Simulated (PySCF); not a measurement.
NZnBrH2, in a box:

```
CELL_PARAMETERS angstrom
13.00000 0.00000 0.00000
0.00000 13.00000 0.00000
0.00000 0.00000 12.00000
ATOMIC_POSITIONS crystal
N 0.43069 0.58600 0.47129
Zn 0.51428 0.48517 0.52944
Br 0.62352 0.36925 0.59642
H 0.38023 0.56607 0.40927
H 0.38880 0.63196 0.52529
```

The cell isn't the ideal one: atoms moved at random, drawn with an rms of 0.05 Å.

Base run:

```yaml
Program: PySCF 2.14.0
Functional: PBE
Potentials_or_basis: def2-svp (all-electron)
k_mesh: 1 × 1 × 1
Occupations: fixed
Spin: no spin polarisation
```

Its results: gap between the frontier levels 3.71 eV.

Question: The run is repeated on the same cell with these changes: functional from PBE to HLE16. What comes out?

Answer: Gap between the frontier levels 4.30 eV.

Caveats: this is a molecule in a periodic box at the Γ point, so its band gap is the HOMO-LUMO gap; relativity is left out, which matters for the heavier elements; the basis of atomic orbitals isn't converged, which shifts pressures, moduli and gaps.

